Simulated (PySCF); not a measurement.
# SnAs+: bond curves at several levels of theory

One table from this session's results is given with a row withheld; the runs are named, their logs left out.

Program: PySCF 2.14.0. Level of theory: Sn def2-SVP with ECP28, As def2-SVP, scalar-relativistic core potentials. These are calculated values, not measurements.

The first run:

Settings of the job:

| Item | Value |
| --- | --- |
| atoms | Sn, As |
| charge | 1 |
| basis | Sn def2-SVP with ECP28, As def2-SVP |
| Hamiltonian | scalar-relativistic core potentials |
| basis functions | 58 |
| electrons treated | 54 |
| masses in u | 119.9022, 74.9216 |
| levels | PBE0, PBE, r²SCAN, BP86, MN15, PBEsol, HF, MP2, SCS-MP2 |
| grid | 80 radial by 434 angular points |
| occupations | held fixed by the projection of orbital angular momentum |
| dissociation limit | Sn+ + As, each in its ground configuration |
| starting distance in angstrom | 2.625 |
| values of 2S to try | 0, 2, 4 |

Run with:

```
> OMP_NUM_THREADS=1 python dia.py task.json out
```

Steps of the session up to this table: Input; PBE0 along the bond; Excited determinants; PBE; r²SCAN; BP86 (GGA); MN15 (hybrid meta-GGA); PBEsol (GGA); UHF (mean field).

One table of the session follows, with a row left open; its other results are not shown here.

| level | Re (Å) | ωe (cm⁻¹) | De (eV) |
| --- | --- | --- | --- |
| UHF | 2.629 | 223.0 | 0.74 |
| UHF-MP2 | 2.617 | 235.8 | 1.52 |
| UHF-SCS-MP2 | 2.631 | 228.6 | 1.46 |
| PBE | ? | ? | ? |
| PBEsol | 2.627 | 228.5 | 2.69 |
| BP86 | 2.653 | 221.0 | 2.54 |
| r²SCAN | 2.622 | 231.0 | 2.29 |
| PBE0 | 2.617 | 234.2 | 2.21 |
| MN15 | 2.599 | 236.7 | 2.05 |

Q: Estimate the row for PBE from the others.

**Answer.** Re (Å): 2.652; ωe (cm⁻¹): 221.9; De (eV): 2.51. In the column «Re (Å)» it lies between UHF-SCS-MP2 (2.631) and BP86 (2.653).

De is counted to Sn+ + As in their ground configurations.
